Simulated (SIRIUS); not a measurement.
Runs of SIRIUS 7.12.0 on NiMoIrPdW. The structure is trigonal, space group P3m1 (No. 156). The conventional cell has a = 4.117 Å, b = 4.117 Å, c = 5.446 Å, α = 90.00°, β = 90.00°, γ = 120.00°. Ni (site symmetry 3m) is surrounded by 3 Mo at 2.38 Å and 3 Ir at 2.69 Å. Around Mo (site symmetry 3m) lie 3 Ni at 2.38 Å and 3 Ir at 2.70 Å and 2 Pd at 2.72 to 2.73 Å. Pd (site symmetry 3m) is surrounded by 3 W at 2.68 Å and 2 Mo at 2.72 to 2.73 Å and 3 Ir at 2.77 Å. Around Ir (site symmetry 3m) lie 2 W at 2.66 to 2.78 Å and 3 Ni at 2.69 Å and 3 Mo at 2.70 Å and 3 Pd at 2.77 Å. W (site symmetry 3m) has 2 Ir at 2.66 to 2.78 Å and 3 Pd at 2.68 Å and 3 Mo at 2.81 Å and 3 Ni at 2.82 Å as nearest neighbours. The cell was built by a generator and needn't be a form met in nature.

```csv
task,potentials or basis,spin,k mesh,smearing,valence relativity,local orbitals (radial functions),core relativity,coordinate units,moment (μB),largest force (eV/Å)
band structure,"all-electron FP-LAPW (ZORA valence), apw+lo standard","collinear, ferromagnetic start",6 × 6 × 4,fermi-dirac 0.05 eV,zora,"Ir 17, Mo 13, Ni 13, Pd 13, W 17",dirac,-,0.00,0.16
single point,"all-electron FP-LAPW, apw+lo standard","collinear, ferromagnetic start",6 × 6 × 4,fermi-dirac 0.05 eV,iora,"Ir 17, Mo 13, Ni 13, Pd 13, W 17",-,-,0.00,0.16
band structure,"all-electron FP-LAPW, apw+lo rich",off,8 × 8 × 5,fermi-dirac 0.02 eV,iora,"Ir 24, Mo 22, Ni 22, Pd 22, W 24",-,lattice,-,(a)
band structure,"all-electron FP-LAPW (no relativity for the valence, core without relativity), apw+lo standard","collinear, ferromagnetic start",6 × 6 × 4,fermi-dirac 0.05 eV,none,"Ir 17, Mo 13, Ni 13, Pd 13, W 17",none,-,0.00,0.81
band structure,"all-electron FP-LAPW (Koelling-Harmon valence), apw+lo standard","collinear, ferromagnetic start",6 × 6 × 4,fermi-dirac 0.05 eV,koelling_harmon,"Ir 17, Mo 13, Ni 13, Pd 13, W 17",dirac,-,0.00,0.16
```

Alike in all rows: level PBE; cell as given; cutoff (eV) 230.

Problem. Estimate the missing entries.

Solution. (a) 0.03.

Caveats: relativity is left out for the valence states, which matters for the heavier elements (some runs); relativity is left out for the core states (some runs).

Not every run made on this cell is shown here.
